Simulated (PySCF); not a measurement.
**Ir₂O: structure of the singlet**

The task is one start of a wider search on Ir₂O: the singlet, from a linear start. It is relaxed, tested by its Hessian and followed downhill if it is a saddle.

The runs use PySCF 2.14.0; PBE0, basis O def2-TZVP, Ir def2-TZVP with ECP60, scalar-relativistic core potentials, no spin–orbit coupling, density fitting.

## 1. Starting geometry

3 atoms, charge 0, spin multiplicity 1.

Bond lengths: O1–Ir2 1.850 Å, O1–Ir3 1.850 Å. Angles: Ir2–O1–Ir3 180.0°.

Coordinates in bohr (charge 0 multiplicity 1):
```
O     0.0000    0.0000    0.0000
Ir    0.0000    0.0000    3.4960
Ir    0.0000    0.0000   -3.4960
```

## 2. First SCF at the start

The steps below are one call of a driver around PySCF. For each, scf.py gives the equivalent set-up of the SCF; relaxations use the driver's own optimiser. After this first run the driver tries any further starts and a stability analysis.

File scf.py:

```python
from pyscf import gto, scf, dft
mol = gto.M(atom='''
O      0.000000     0.000000     0.000000
Ir     0.000000     0.000000     1.850000
Ir     0.000000     0.000000    -1.850000''',
    basis={'O': 'def2-TZVP', 'Ir': 'def2-TZVP'},
    ecp={'Ir': 'def2-TZVP'},
    charge=0, spin=0)
mf = dft.RKS(mol, xc='PBE0')
mf.grids.atom_grid = (50, 194)
aux = {'O': 'def2-universal-JKFIT', 'Ir': 'def2-universal-JKFIT'}
mf = mf.density_fit(auxbasis=aux)
mf.conv_tol = 1e-08
mf.diis_space = 10
mf.max_cycle = 60
mf.init_guess = 'minao'
mf.verbose = 4
mf.kernel()
```

Launch:

```console
> OMP_NUM_THREADS=2 python axn.py task.json out
```

Standard output, cut to the lines that bear on the results:

```text
[... the frontier levels of the middle cycles are left out ...]
init E= -250.981883552008
cycle= 1 E= -283.153059286356  delta_E= -32.2  |g|= 1.38  |ddm|= 11.4
  HOMO = -0.025175999324473  LUMO = -0.0102378164568507  gap/eV = 0.40649
cycle= 2 E= -279.809987642989  delta_E= 3.34  |g|= 3.93  |ddm|= 4.15
  HOMO = -0.140533665938058  LUMO = -0.136572654047596  gap/eV = 0.10778
cycle= 3 E= -283.466755389701  delta_E= -3.66  |g|= 0.812  |ddm|= 3.52
cycle= 4 E= -283.542471418366  delta_E= -0.0757  |g|= 0.529  |ddm|= 0.797
cycle= 5 E= -283.594330694525  delta_E= -0.0519  |g|= 0.0664  |ddm|= 0.365
cycle= 6 E= -283.595012528626  delta_E= -0.000682  |g|= 0.0328  |ddm|= 0.0494
cycle= 7 E= -283.595281167851  delta_E= -0.000269  |g|= 0.00582  |ddm|= 0.0359
cycle= 8 E= -283.595314122983  delta_E= -3.3e-05  |g|= 0.00224  |ddm|= 0.0289
cycle= 9 E= -283.595322981729  delta_E= -8.86e-06  |g|= 0.000467  |ddm|= 0.0205
cycle= 10 E= -283.595323659346  delta_E= -6.78e-07  |g|= 0.00054  |ddm|= 0.007
cycle= 11 E= -283.59532369384  delta_E= -3.45e-08  |g|= 0.000429  |ddm|= 0.000738
cycle= 12 E= -283.595323777504  delta_E= -8.37e-08  |g|= 3.77e-05  |ddm|= 0.00116
cycle= 13 E= -283.595323787081  delta_E= -9.58e-09  |g|= 1.06e-05  |ddm|= 0.000809
  HOMO = -0.186534802200727  LUMO = -0.152815346052002  gap/eV = 0.91755
Extra cycle  E= -283.59532378711  delta_E= -2.96e-11  |g|= 1.6e-05  |ddm|= 3.49e-05
converged SCF energy = -283.59532378711
```

This step, with its further starts and checks, needed 10 s of wall time on 2 threads of Arm Neoverse V1, shared host.

Energies from each starting density:

```tsv
start	energy (Eh)
the minimal-basis guess	-283.595324
a thermally smeared density	-283.631163
a smeared PBE density	-283.631163
```

This is not the lowest solution: one lies 94.1 kJ/mol lower, at -283.63116 Eh, and the relaxation starts from that.

## 3. Relaxing the singlet from the linear start

The program finds D∞h symmetry in the start, which this walk keeps. Threshold on the gradient: 0.0003 Eh/bohr, with a further test on the energy change.

scf.py: that of step 2 with these lines changed.

```diff
@@ -16 +15,0 @@
-mf.init_guess = 'minao'
```

Energy and gradient, step by step:

```tsv
step	energy (Eh)	change (kJ/mol)	largest symmetric gradient (Eh/bohr)
0	-283.631163	0.00	0.08631
1	-283.658307	-71.27	0.02596
2	-283.659249	-73.74	0.01842
3	-283.659889	-75.42	0.00168
4	-283.659895	-75.43	0.00010
5	-283.659895	-75.43	0.00000
```

The walk took 18 s.

Geometry (Å) and forces (eV/Å) at some steps:

```
step 0
O    0.000   0.000   0.000   0.000   0.000   0.000
Ir   0.000   0.000   1.850   0.000   0.000  -4.438
Ir   0.000   0.000  -1.850   0.000   0.000   4.438
step 1
O    0.000   0.000   0.000   0.000   0.000   0.000
Ir   0.000   0.000   1.731   0.000   0.000  -1.335
Ir   0.000   0.000  -1.731   0.000   0.000   1.335
step 3
O    0.000   0.000   0.000   0.000   0.000   0.000
Ir   0.000   0.000   1.702   0.000   0.000  -0.086
Ir   0.000   0.000  -1.702   0.000   0.000   0.086
step 5
O    0.000   0.000   0.000   0.000   0.000   0.000
Ir   0.000   0.000   1.700   0.000   0.000   0.000
Ir   0.000   0.000  -1.700   0.000   0.000   0.000
```

End point (D∞h, 5 steps, 75.4 kJ/mol gained): O–Ir 1.700 Å (×2); Ir–O–Ir 180.0°.

## 4. Is it a minimum? Harmonic modes

On the finer grid the gradient is checked again; gradients at displacements of ±0.02 bohr then give force constants and infrared intensities.

scf.py: that of step 3 with these lines changed.

```diff
@@ -4,2 +4,2 @@
-Ir     0.000000     0.000000     1.850000
-Ir     0.000000     0.000000    -1.850000''',
+Ir    -0.000000     0.000000     1.699829
+Ir     0.000000    -0.000000    -1.699829''',
@@ -10 +10 @@
-mf.grids.atom_grid = (50, 194)
+mf.grids.atom_grid = (75, 302)
@@ -13 +13 @@
-mf.conv_tol = 1e-08
+mf.conv_tol = 1e-10
```

The driver hands on the density of the step before, so the log starts near convergence.

SCF at the final geometry:

```text
init E= -283.659815743808
  HOMO = -0.216849034314556  LUMO = -0.135014430189215  gap/eV = 2.22683
cycle= 1 E= -283.659815743803  delta_E= 4.66e-12  |g|= 5.29e-06  |ddm|= 3.58e-06
  HOMO = -0.216849103141485  LUMO = -0.13501447145532  gap/eV = 2.22683
Extra cycle  E= -283.65981574331  delta_E= 4.93e-10  |g|= 4.79e-05  |ddm|= 2.99e-05
converged SCF energy = -283.65981574331
```

The whole step took 22 s.

Geometry: D∞h; O–Ir 1.700 Å (×2); Ir–O–Ir 180.0°.

Harmonic modes (main isotopes):

```tsv
symmetry	ω (cm⁻¹)	IR (km/mol)
πu	169	88.5
σg+	258	0.0
σu+	1203	45.2
```

Every mode is real; the point is a minimum.

Properties at this point:

- Dipole moment: 0.00 D
- Highest occupied level: -5.90 eV
- Lowest empty level: -3.67 eV
- Rotational constants: 0.01512 cm⁻¹
- Zero-point energy: 10.8 kJ/mol
- Principal polarisabilities: 74.6, 74.6, 217.4 bohr³
- Atomisation energy without zero-point energy: 511 kJ/mol
- Principal traceless quadrupole moments about the centre of mass: -10.87, -10.87, 21.74 D Å
- Entropy at 298.15 K and 1 bar: 293.0 J/(mol K)
- Heat capacity Cp at 298.15 K: 53.0 J/(mol K)
- Enthalpy at 298.15 K above 0 K: 13.17 kJ/mol
- Rotational symmetry number: 2

Charges (e) and bond orders:

```json
{"atom": "O1", "Mulliken": "-0.32", "Löwdin": "-0.17", "polar tensor": "-0.84", "Mayer order to O1": "–"}
{"atom": "Ir2,3", "Mulliken": "0.16", "Löwdin": "0.09", "polar tensor": "0.42", "Mayer order to O1": "1.48"}
```

Outer orbital energies (eV). occupied: -7.14, -7.14, -6.90, -6.53, -6.53, -6.42, -6.42, -5.90; empty: -3.67, -3.67, -3.43, -1.78.

Mulliken populations on O1: s 3.88, p 4.34, d 0.09, f 0.00.

## 5. Would spin polarisation lower it?

At the lowest minimum the closed shell is tested against spin polarisation, on the (50, 194) grid. It is unstable: an open-shell solution lies lower. That solution was not followed to a minimum here.

## 6. Fields at the lowest minimum

The plane holds O1 at (0.00, 0.00), Ir2 at (1.70, 0.00), Ir3 at (-1.70, 0.00) Å. Columns run from x = -3.75 to 4.05 Å, rows from y = 2.25 (top) to -1.95 Å, in steps of 0.3 Å. Electrons inside core potentials are absent.

Density (cut at 5 e/Å³):

Ten steps from '0' (0.000 e/Å³) to '9' (5.000 e/Å³), finer at the low end (step k begins (100^(k/10) - 1)/99 of the way up):
```
000000000000000000000000000
000000010000000000100000000
000011221110000111221100000
000112333221111223332110000
000134555433333345554310000
000246887655665567886420000
000258999767997679998520000
000369919979999799199630000
000369919979999799199630000
000258999767997679998520000
000246887655665567886420000
000134555433333345554310000
000112333221111223332110000
000011221110000111221100000
000000010000000000100000000
```

ELF (0 where the density is under 0.005 e/Å³):

Ten even steps from '0' (0.00) to '9' (0.83):
```
000012332100000012332100000
000123444210000124443210000
001234554310000134554321000
001134555321111235554311000
000124565323443235654210000
000024786337887336874200000
000027999439999349997200000
000059308749119478039500000
000059308749119478039500000
000027999439999349997200000
000024786337887336874200000
000124565323443235654210000
001134555321111235554311000
001234554310000134554321000
000123444210000124443210000
```

Lowest empty orbital at -3.67 eV (sign arbitrary; one member if degenerate):

Ten even steps from '0' (-0.19 Å^-3/2) to '9' (0.19 Å^-3/2):
```
444444444444444444444444444
444444444444444444444444444
444444444544444454444444444
444444445554444555444444444
444333355554444555533334444
444322257654334567522234444
444320169753113579610234444
444432358653003568532344444
555567641346996431467655555
555679830246886420389765555
555677742345665432477765555
555666644445555444466665555
555555554445555444555555555
555555555455555545555555555
555555555555555555555555555
```

Making the fields needed 1.1 s of wall time on 2 threads of Arm Neoverse V1, shared host.

## 7. What came out

| quantity | value |
| --- | --- |
| minimum | singlet, D∞h (closed shell, unstable towards spin polarisation) |
| geometry | O–Ir 1.700 Å (×2); Ir–O–Ir 180.0° |
| wavenumbers (cm⁻¹) | 169 (πu), 258 (σg+), 1203 (σu+) |
| dipole moment | 0.00 D |
| highest occupied, lowest empty level | -5.90, -3.67 eV |
| polar-tensor charge of O1 | -0.84 e |
| zero-point energy | 10.8 kJ/mol |

What this shows: The molecule stays D∞h, as typed, and the end point is a minimum. The strongest infrared band lies at 169 cm⁻¹ (πu). The dipole vanishes although O1 carries -0.8 e by the polar tensor: the bond dipoles cancel. The first SCF alone would have been 94 kJ/mol too high. Only this shape and spin were tried, so other structures or states may lie lower. The closed shell proved unstable towards spin polarisation, so a lower open-shell solution exists. Spin–orbit coupling, left out here, can matter for elements this heavy.

The search up to here took 57 s.
